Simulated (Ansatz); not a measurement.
# CdHg2Se3: the cost of one run

Method: DFT PBE, scalar-relativistic, plane waves, PAW, in Ansatz 0.2.0.

### Step 1. The structure to begin with

The structure is trigonal, space group P3m1 (No. 156). The conventional cell has a = 4.414 Å, b = 4.414 Å, c = 10.794 Å, α = 90.00°, β = 90.00°, γ = 120.00°. Cd (site symmetry 3m) is surrounded by 4 Se at 2.69 Å. Hg (site symmetry 3m) is surrounded by 4 Se at 2.71 Å. Se (site symmetry 3m) is surrounded by 1 Cd at 2.69 Å and 3 Hg at 2.71 Å. Se (site symmetry 3m) has 4 Hg at 2.71 Å as nearest neighbours. Around Se (site symmetry 3m) lie 3 Cd at 2.69 Å and 1 Hg at 2.71 Å.

As a file:

```
Cd Hg Se
1.0
     4.41414    0.00000    0.00000
    -2.20707    3.82276    0.00000
     0.00000    0.00000   10.79390
Cd Hg Se
1 2 3
Direct
  0.00000 0.00000 0.00090
  0.66667 0.33333 0.66757
  0.33333 0.66667 0.33222
  0.00000 0.00000 0.75167
  0.66667 0.33333 0.41683
  0.33333 0.66667 0.08081
```

The start is the relaxed end of an invented cell (made as: elements ordered on the sites of the CdSe type, Cd/Hg on Cd (P3m1, No. 156)), taken up again for a closer look.

### Step 2. The guess as it stands, on a coarse mesh

Input file input.yaml:

```yaml
crystal:
  lattice:
    - [4.4141377, 0.0, 0.0]
    - [-2.2070689, 3.8227554, 0.0]
    - [0.0, 0.0, 10.7938969]
  atoms:
    - { symbol: Cd, position: [0.0, 0.0, 0.000901] }
    - { symbol: Hg, position: [0.6666667, 0.3333333, 0.667569] }
    - { symbol: Hg, position: [0.3333333, 0.6666667, 0.332219] }
    - { symbol: Se, position: [0.0, 0.0, 0.751669] }
    - { symbol: Se, position: [0.6666667, 0.3333333, 0.416831] }
    - { symbol: Se, position: [0.3333333, 0.6666667, 0.080811] }
basis:
  ecutwfc: 420
kpoints:
  mp_grid: { grid: [6, 6, 2] }
hamiltonian:
  xc: pbe
scf:
  occupations: { method: gaussian, width: 0.1 }
  lower_state_search: "off"
output:
  forces: true
  stress: true
  eigenvalues: true
```

Started as:

```
ansatz run input.yaml --threads 4 --pin off --max-ram 8192MiB --backend cpu --events-out ev --progress --plain --runs-dir out
```

**Question.** How long does this run take on 4 threads of Arm Neoverse V2, shared host, and how much memory does it need?

About 3.2 s, with a peak of 0.58 GiB.
